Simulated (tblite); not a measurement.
# C2H10O2SSi2: the cost of one run

Programs: tblite 0.8.0 and PySCF 2.14.0, with density-fitted response routines of our own. Each step states its level of theory. These are calculated values for one molecule in the gas phase, unless marked as measured. Atoms count from 0, in the outputs and in this text.

### Step 1. The starting structure

17 atoms, charge 0, multiplicity 1; geometry from: force field or distance geometry start.

Bonds of the start (Å): O0–C1 1.41, C1–C2 1.53, C2–O3 1.37, O3–Si4 1.70, Si4–S5 2.15, S5–Si6 2.15, O0–H7 1.02, C1–H8 1.10, C1–H9 1.10, C2–H10 1.11, C2–H11 1.11, Si4–H12 1.47, Si4–H13 1.46, Si6–H14 1.47, Si6–H15 1.46, Si6–H16 1.48.

### Step 2. Relaxing the molecule with GFN2-xTB

The job: settings as JSON, then the geometry in Å.

```
{"job": {"kind": "relax", "xc": "GFN2-xTB", "basis": "xTB"}, "charge": 0, "multiplicity": 1}
O     -2.620600     0.986700     1.321700
C     -2.057200     1.105300     0.038900
C     -1.340400    -0.184700    -0.378300
O     -0.363000    -0.412100     0.548900
Si     0.554400    -1.818800     0.277400
S      2.550600    -1.363200     0.932200
Si     3.144800     0.403300    -0.141700
H     -3.351700     1.691800     1.354100
H     -1.349000     1.947200     0.088600
H     -2.872700     1.358500    -0.656100
H     -0.858900     0.053400    -1.348200
H     -2.042900    -1.026200    -0.547800
H      0.660300    -2.185700    -1.146000
H      0.135200    -2.972700     1.070800
H      2.101200     0.761700    -1.116500
H      4.402800     0.162400    -0.849800
H      3.300000     1.505000     0.840700
```

Launch:

```
$ OMP_NUM_THREADS=1 python probes_run.py task.json out
```

One launch serves the whole session: the jobs run in the order shown.

Q: Estimate the wall time and peak memory of this first job on 1 thread of Intel Xeon at 2.50GHz, shared host.

About 6.6 s, with a peak of 0.18 GiB.
